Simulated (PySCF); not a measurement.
**A diatomic session: CuBr+**

Aim: find the lowest electronic state of CuBr+, scan its bond at several levels of theory, and get bond length, wavenumber and dissociation energy from each curve.

Program: PySCF 2.14.0. Level of theory: Cu def2-TZVPPD, Br def2-TZVPPD, no relativity. These are calculated values, not measurements.

### 1 Input

A driver script around PySCF takes these settings:

- atoms: Cu, Br
- charge: 1
- basis: Cu def2-TZVPPD, Br def2-TZVPPD
- Hamiltonian: no relativity
- basis functions: 124
- electrons treated: 63
- masses in u: 62.9296, 78.9183
- levels: PBE0, PBE, r²SCAN, B2PLYP, BHandHLYP, M06-2X, BLYP, revPBE, ωB97X, HF, MP2, SCS-MP2
- grid: 80 radial by 434 angular points
- occupations: held fixed by the projection of orbital angular momentum
- dissociation limit: Cu+ + Br, each in its ground configuration
- starting distance in angstrom: 2.350
- values of 2S to try: 1, 3

Launch:

```
$ OMP_NUM_THREADS=2 python dia.py task.json out
```

After the search, every level is run at each distance in turn; below they are sorted by level.

### 2 Which determinant to follow

At the starting distance of 2.350 Å the search finds these solutions (others can lie among them):

```tsv
2Ms+1	unpaired	term	E (eV)	⟨S²⟩	⟨Lz²⟩	μ (D)
2	π ↑	²Π	0.00	0.75	1.01	-3.93
2	σ ↑	²Σ⁺	0.68	0.76	0.00	-5.80
2	δ ↑	²Δ	2.16	0.75	4.00	-7.33
4	σ ↑↑, π ↑	⁴Π	3.30	3.76	1.01	-0.71
2	σ ↑, π ↑↓	not assigned	3.78	1.76	2.01	-0.64
4	σ ↑, π ↑↑	not assigned	3.90	3.75	2.01	-1.23
4	σ ↑, π ↑↑	⁴Σ⁻	4.01	3.76	0.00	0.50
2	σ ↓, π ↑, δ ↑	not assigned	4.06	1.76	5.01	-1.33
2	σ ↓, π ↑↑	not assigned	4.12	1.76	2.01	-1.15
2	σ ↓, π ↑↑	not assigned	4.17	1.76	0.00	0.61
```

A term symbol stands only where ⟨S²⟩ and ⟨Lz²⟩ are near those of a pure state. A positive dipole points from Cu to Br; in an ion it is taken about the centre of mass and does not tell which atom is negative.

The most promising solutions are followed along the bond (rough minima from three points):

```tsv
2Ms+1	unpaired	R at minimum (Å)	energy at minimum (eV)
2	π ↑	2.25	0.00
2	σ ↑	2.22	0.65
4	σ ↑↑, π ↑	not bracketed	≤ 3.23
```

The search made 10 SCF attempts at the starting distance; with the short scans it took 71 s of wall time (2 threads of Intel Xeon Platinum 8259CL at 2.50GHz (Skylake/Cascade Lake), shared host).

### 3 The PBE0 curve of the state that the search chose

State followed: ²Π (doublet), unpaired electrons π ↑. The scan is laid around 2.246 Å.

Log of the SCF at 2.246 Å:

```text
******** <class 'pyscf.dft.uks_symm.SymAdaptedUKS'> ********
method = SymAdaptedUKS
initial guess = minao
damping factor = 0
level_shift factor = 0
DIIS = <class 'pyscf.scf.diis.CDIIS'>
diis_start_cycle = 1
diis_space = 10
diis_damp = 0
SCF conv_tol = 1e-09
SCF conv_tol_grad = None
SCF max_cycles = 60
direct_scf = False
max_memory 4900 MB (current use 1608 MB)
number electrons alpha = 32  beta = 31
XC library pyscf.dft.libxc version 7.0.0
    S. Lehtola, C. Steigemann, M. J.T. Oliveira, and M. A.L. Marques.,  SoftwareX 7, 1–5 (2018)
XC functionals = PBE0
    C. Adamo and V. Barone.,  J. Chem. Phys. 110, 6158 (1999)
    M. Ernzerhof and G. E. Scuseria.,  J. Chem. Phys. 110, 5029 (1999)
small_rho_cutoff = 0
Overwritten attributes  get_j get_jk get_hcore get_k get_occ  of <class 'pyscf.dft.uks_symm.SymAdaptedUKS'>
<class 'pyscf.dft.uks_symm.SymAdaptedUKS'> does not have attributes  refdm
Set gradient conv threshold to 3.16228e-05
init E= -4213.8168014649
cycle= 1 E= -4213.82679537954  delta_E= -0.00999  |g|= 0.0332  |ddm|= 0.085
cycle= 2 E= -4213.8245812883  delta_E= 0.00221  |g|= 0.114  |ddm|= 0.0704
cycle= 3 E= -4213.82707007444  delta_E= -0.00249  |g|= 0.0105  |ddm|= 0.0491
cycle= 4 E= -4213.82709578339  delta_E= -2.57e-05  |g|= 0.00556  |ddm|= 0.00516
cycle= 5 E= -4213.82710565371  delta_E= -9.87e-06  |g|= 0.00193  |ddm|= 0.007
cycle= 6 E= -4213.82710741033  delta_E= -1.76e-06  |g|= 0.00142  |ddm|= 0.00396
cycle= 7 E= -4213.82710806815  delta_E= -6.58e-07  |g|= 0.000199  |ddm|= 0.00171
cycle= 8 E= -4213.82710809671  delta_E= -2.86e-08  |g|= 0.000123  |ddm|= 0.000628
cycle= 9 E= -4213.82710810012  delta_E= -3.41e-09  |g|= 1.6e-05  |ddm|= 0.000141
cycle= 10 E= -4213.82710810024  delta_E= -1.18e-10  |g|= 5.29e-06  |ddm|= 2.81e-05
Extra cycle  E= -4213.82710810019  delta_E= 4.37e-11  |g|= 1.73e-05  |ddm|= 9.15e-06
converged SCF energy = -4213.82710810019  <S^2> = 0.7551045  2S+1 = 2.005098
```

Points of the scan, energies from the lowest:

```tsv
R (Å)	E (eV)	μ (D)	Mulliken charge of Cu (e)	Mayer bond order	⟨S²⟩	HOMO (eV)	LUMO (eV)
1.9316	0.7296	-3.76	0.52	1.50	0.76	-14.77	-12.12
2.0214	0.3043	-3.84	0.48	1.47	0.76	-14.72	-12.10
2.1112	0.0872	-3.89	0.49	1.39	0.76	-14.67	-12.08
2.1786	0.0166	-3.91	0.51	1.32	0.76	-14.63	-12.05
2.2460	0.0000	-3.92	0.54	1.22	0.76	-14.59	-12.02
2.3134	0.0202	-3.93	0.57	1.12	0.75	-14.55	-11.98
2.4032	0.0828	-3.94	0.61	0.98	0.75	-14.49	-11.91
2.5155	0.1906	-4.00	0.66	0.81	0.75	-14.42	-11.80
2.6503	0.3338	-4.18	0.71	0.63	0.75	-14.32	-11.64
2.8300	0.5209	-4.60	0.77	0.47	0.75	-14.16	-11.39
```

Constants from the curve: Re = 2.238 Å, ωe = 255.3 cm⁻¹, ωexe = 1.94 cm⁻¹, αe = 0.000734 cm⁻¹, Be = 0.09610 cm⁻¹, De = 1.52 eV, μ = -3.92 D.

Orbitals nearest the gap at 2.246 Å:

```tsv
spin	orbital	ε (eV)	filled	made of
α	δ	-16.16	yes	Cu d 99 %
α	δ	-16.15	yes	Cu d 100 %
β	δ	-16.00	yes	Cu d 98 %
β	δ	-15.99	yes	Cu d 100 %
α	π	-15.88	yes	Br p 58 %, Cu d 41 %
β	π	-15.53	yes	Cu d 83 %, Br p 16 %
α	σ	-15.26	yes	Cu d 52 %, Br p 32 %, Cu s 14 %
β	σ	-15.06	yes	Cu d 49 %, Br p 32 %, Cu s 16 %
α	π	-14.91	yes	Br p 78 %, Cu d 21 %
β	π	-14.59	yes	Br p 80 %, Cu d 18 %
β	π	-12.02	no	Br p 81 %, Cu d 17 %
α	σ	-8.70	no	Cu s 99 %
β	σ	-8.62	no	Cu s 96 %
α	π	-5.26	no	Cu p 91 %, Br d 9 %
```

Polarisability there: 52.5 bohr³ along the bond, 24.7 across it.

### 4 Orbitals, density and potential

Orbitals, density, ELF and potential are computed afterwards from the orbital file.

Frontier orbitals at PBE0 (alpha spin), with the share of their density that lies nearest to each atom:

```tsv
orbital	energy (eV)	lies on
HOMO	-14.91	Br2 78 %; Cu1 22 %
LUMO	-8.70	Cu1 88 %; Br2 12 %
```

ELF in a plane through or near 2 of the atoms.

Ten even steps from ' ' (0.00) to '@' (0.83):
```
                                                        
                                                        
                                  ......                
                        ......::::------::..            
                      ......::--====++====::....        
                    ....::--==****########++--::..      
                ........::++**%%%%%%%%%%@@%%**++::      
              ..::====::..++##%%**----**@@@@%%##==..    
              ::**%%%%++::==####::++**--##@@@@%%++::    
            ..==%%++++##::--##**==##++**++@@@@%%++::    
            ..==%%++++##::--##**==##++**++@@@@%%++::    
              ::**%%%%++::==####::++**::##@@@@%%++::    
              ..::====::..++##%%**----**@@@@%%##==..    
                ........::++**%%%%%%%%@@@@%%**++::      
                    ....::--==****########++--::..      
                      ......::--====++====::....        
                        ......::::------::..            
                                  ......                
                                                        
                                                        
```
The map spans 7.4 Å across and 5.2 Å up, centred on the molecule. Atoms in the plane (x, y in Å): Cu1 (-1.1, 0.0), Br2 (1.1, 0.0).

The spin density lies nearest to Br2 79 %; Cu1 21 %.

### 5 Excited determinants

State 2: ²Σ⁺ (doublet), unpaired electrons σ ↑, an excited solution.

The SCF at the reference distance, 2.246 Å, printed:

```text
[... 13 set-up lines left out, the same as in an earlier log ...]
max_memory 4900 MB (current use 1650 MB)
[... 8 set-up lines left out, the same as in an earlier log ...]
init E= -4213.79119869535
cycle= 1 E= -4213.80283631514  delta_E= -0.0116  |g|= 0.0198  |ddm|= 0.095
cycle= 2 E= -4213.80261198623  delta_E= 0.000224  |g|= 0.0406  |ddm|= 0.0401
cycle= 3 E= -4213.80294727576  delta_E= -0.000335  |g|= 0.0197  |ddm|= 0.0269
cycle= 4 E= -4213.80301433573  delta_E= -6.71e-05  |g|= 0.00643  |ddm|= 0.00679
cycle= 5 E= -4213.80302726738  delta_E= -1.29e-05  |g|= 0.00233  |ddm|= 0.00888
cycle= 6 E= -4213.80302986369  delta_E= -2.6e-06  |g|= 0.00232  |ddm|= 0.00592
cycle= 7 E= -4213.80303169739  delta_E= -1.83e-06  |g|= 0.000535  |ddm|= 0.0039
cycle= 8 E= -4213.80303183074  delta_E= -1.33e-07  |g|= 9.69e-05  |ddm|= 0.00169
cycle= 9 E= -4213.80303183329  delta_E= -2.55e-09  |g|= 2.36e-05  |ddm|= 0.000202
cycle= 10 E= -4213.80303183352  delta_E= -2.32e-10  |g|= 7.99e-06  |ddm|= 3.94e-05
Extra cycle  E= -4213.80303183342  delta_E= 1.06e-10  |g|= 2.53e-05  |ddm|= 1.3e-05
converged SCF energy = -4213.80303183342  <S^2> = 0.75548509  2S+1 = 2.0054776
```

Re = 2.211 Å, ωe = 287.7 cm⁻¹, ωexe = 2.22 cm⁻¹, αe = 0.000677 cm⁻¹, Be = 0.09853 cm⁻¹, μ = -5.66 D. Its minimum lies 0.65 eV above that of the lowest state.

Energy (eV) from the lowest point of the lowest state:

```tsv
R (Å)	lowest	state 2
1.932	0.730	1.357
2.021	0.304	0.924
2.111	0.087	0.713
2.179	0.017	0.655
2.246	0.000	0.655
2.313	0.020	0.695
2.403	0.083	0.783
2.515	0.191	0.915
2.650	0.334	1.067
2.830	0.521	1.223
```

### 6 PBE (GGA)

Output of the SCF at 2.246 Å:

```text
[... 17 set-up lines left out, the same as in an earlier log ...]
XC functionals = PBE
    J. P. Perdew, K. Burke, and M. Ernzerhof.,  Phys. Rev. Lett. 77, 3865 (1996)
    J. P. Perdew, K. Burke, and M. Ernzerhof.,  Phys. Rev. Lett. 78, 1396 (1997)
    J. P. Perdew, K. Burke, and M. Ernzerhof.,  Phys. Rev. Lett. 77, 3865 (1996)
    J. P. Perdew, K. Burke, and M. Ernzerhof.,  Phys. Rev. Lett. 78, 1396 (1997)
[... 2 set-up lines left out, the same as in an earlier log ...]
init E= -4213.7363943256
cycle= 1 E= -4213.63267524953  delta_E= 0.104  |g|= 0.661  |ddm|= 0.459
cycle= 2 E= -4212.53380853251  delta_E=  1.1  |g|=  2.3  |ddm|= 2.86
cycle= 3 E= -4213.67751516458  delta_E= -1.14  |g|= 0.524  |ddm|= 2.53
cycle= 4 E= -4213.73539978603  delta_E= -0.0579  |g|= 0.116  |ddm|= 0.229
cycle= 5 E= -4213.73785569015  delta_E= -0.00246  |g|= 0.113  |ddm|= 0.22
cycle= 6 E= -4213.7422030626  delta_E= -0.00435  |g|= 0.00789  |ddm|= 0.0791
cycle= 7 E= -4213.74222490406  delta_E= -2.18e-05  |g|= 0.00431  |ddm|= 0.0112
cycle= 8 E= -4213.74223152297  delta_E= -6.62e-06  |g|= 0.000808  |ddm|= 0.00324
cycle= 9 E= -4213.74223166089  delta_E= -1.38e-07  |g|= 0.000293  |ddm|= 0.000286
cycle= 10 E= -4213.74223167963  delta_E= -1.87e-08  |g|= 9.61e-05  |ddm|= 0.000102
cycle= 11 E= -4213.74223168286  delta_E= -3.23e-09  |g|= 8.99e-06  |ddm|= 8.5e-05
cycle= 12 E= -4213.74223168288  delta_E= -2.18e-11  |g|= 3.4e-06  |ddm|= 5.83e-06
Extra cycle  E= -4213.74223168265  delta_E= 2.29e-10  |g|= 3.04e-05  |ddm|= 1.98e-05
converged SCF energy = -4213.74223168265  <S^2> = 0.75231761  2S+1 = 2.0023163
```

Re = 2.223 Å, ωe = 282.9 cm⁻¹, ωexe = 1.27 cm⁻¹, αe = 0.000536 cm⁻¹, Be = 0.09742 cm⁻¹, De = 2.07 eV, μ = -3.91 D.

### 7 r²SCAN (meta-GGA)

Log of the SCF at 2.246 Å:

```text
[... 17 set-up lines left out, the same as in an earlier log ...]
XC functionals = R2SCAN
    J. W. Furness, A. D. Kaplan, J. Ning, J. P. Perdew, and J. Sun.,  J. Phys. Chem. Lett. 11, 8208-8215 (2020)
    J. W. Furness, A. D. Kaplan, J. Ning, J. P. Perdew, and J. Sun.,  J. Phys. Chem. Lett. 11, 9248-9248 (2020)
    J. W. Furness, A. D. Kaplan, J. Ning, J. P. Perdew, and J. Sun.,  J. Phys. Chem. Lett. 11, 8208-8215 (2020)
    J. W. Furness, A. D. Kaplan, J. Ning, J. P. Perdew, and J. Sun.,  J. Phys. Chem. Lett. 11, 9248-9248 (2020)
[... 2 set-up lines left out, the same as in an earlier log ...]
init E= -4214.3370489894
cycle= 1 E= -4214.31246707059  delta_E= 0.0246  |g|= 0.321  |ddm|= 0.277
cycle= 2 E= -4213.99536067695  delta_E= 0.317  |g|= 1.26  |ddm|= 1.07
cycle= 3 E= -4214.32137889872  delta_E= -0.326  |g|= 0.247  |ddm|= 0.752
cycle= 4 E= -4214.338069658  delta_E= -0.0167  |g|= 0.068  |ddm|= 0.245
cycle= 5 E= -4214.33970609708  delta_E= -0.00164  |g|= 0.00533  |ddm|= 0.0564
cycle= 6 E= -4214.33969574443  delta_E= 1.04e-05  |g|= 0.00757  |ddm|= 0.00586
cycle= 7 E= -4214.33971177093  delta_E= -1.6e-05  |g|= 0.00208  |ddm|= 0.00437
cycle= 8 E= -4214.33971278526  delta_E= -1.01e-06  |g|= 0.000355  |ddm|= 0.000979
cycle= 9 E= -4214.33971281801  delta_E= -3.28e-08  |g|= 4.75e-05  |ddm|= 0.000186
cycle= 10 E= -4214.33971281886  delta_E= -8.41e-10  |g|= 3.21e-05  |ddm|= 7.16e-05
cycle= 11 E= -4214.33971281914  delta_E= -2.84e-10  |g|= 7.36e-06  |ddm|= 2.03e-05
Extra cycle  E= -4214.3397128184  delta_E= 7.42e-10  |g|= 5.58e-05  |ddm|= 3.61e-05
converged SCF energy = -4214.3397128184  <S^2> = 0.75461349  2S+1 = 2.0046082
```

Re = 2.204 Å, ωe = 291.5 cm⁻¹, ωexe = 1.35 cm⁻¹, αe = 0.000547 cm⁻¹, Be = 0.09911 cm⁻¹, De = 2.02 eV, μ = -4.21 D.

### 8 B2PLYP

Log of the SCF at 2.246 Å:

```text
[... 13 set-up lines left out, the same as in an earlier log ...]
max_memory 4900 MB (current use 1662 MB)
[... 3 set-up lines left out, the same as in an earlier log ...]
XC functionals = 0.53*HF + 0.47*B88, 0.73*LYP
    A. D. Becke.,  Phys. Rev. A 38, 3098 (1988)
    C. Lee, W. Yang, and R. G. Parr.,  Phys. Rev. B 37, 785 (1988)
    B. Miehlich, A. Savin, H. Stoll, and H. Preuss.,  Chem. Phys. Lett. 157, 200 (1989)
[... 2 set-up lines left out, the same as in an earlier log ...]
init E= -4213.46554004542
cycle= 1 E= -4213.46790923489  delta_E= -0.00237  |g|= 0.124  |ddm|= 0.161
cycle= 2 E= -4213.45891983859  delta_E= 0.00899  |g|= 0.274  |ddm|= 0.151
cycle= 3 E= -4213.4710485911  delta_E= -0.0121  |g|= 0.0194  |ddm|= 0.0846
cycle= 4 E= -4213.47134972926  delta_E= -0.000301  |g|= 0.0152  |ddm|= 0.0248
cycle= 5 E= -4213.47172044501  delta_E= -0.000371  |g|= 0.00429  |ddm|= 0.0473
cycle= 6 E= -4213.47177377116  delta_E= -5.33e-05  |g|= 0.00185  |ddm|= 0.0208
cycle= 7 E= -4213.47177502871  delta_E= -1.26e-06  |g|= 0.000794  |ddm|= 0.00315
cycle= 8 E= -4213.47177552593  delta_E= -4.97e-07  |g|= 0.000189  |ddm|= 0.002
cycle= 9 E= -4213.47177554908  delta_E= -2.32e-08  |g|= 3.9e-05  |ddm|= 0.000431
cycle= 10 E= -4213.47177555177  delta_E= -2.69e-09  |g|= 1.44e-05  |ddm|= 0.000146
cycle= 11 E= -4213.47177555233  delta_E= -5.59e-10  |g|= 5.62e-06  |ddm|= 7.08e-05
Extra cycle  E= -4213.47177555239  delta_E= -6.46e-11  |g|= 5.68e-06  |ddm|= 1.95e-05
converged SCF energy = -4213.47177555239  <S^2> = 0.75584051  2S+1 = 2.005832
```

Re = 2.247 Å, ωe = 227.6 cm⁻¹, ωexe = 1.98 cm⁻¹, αe = 0.000979 cm⁻¹, Be = 0.09540 cm⁻¹, De = 1.38 eV, μ = -3.49 D.

(Part 1 of 2 ends here.)
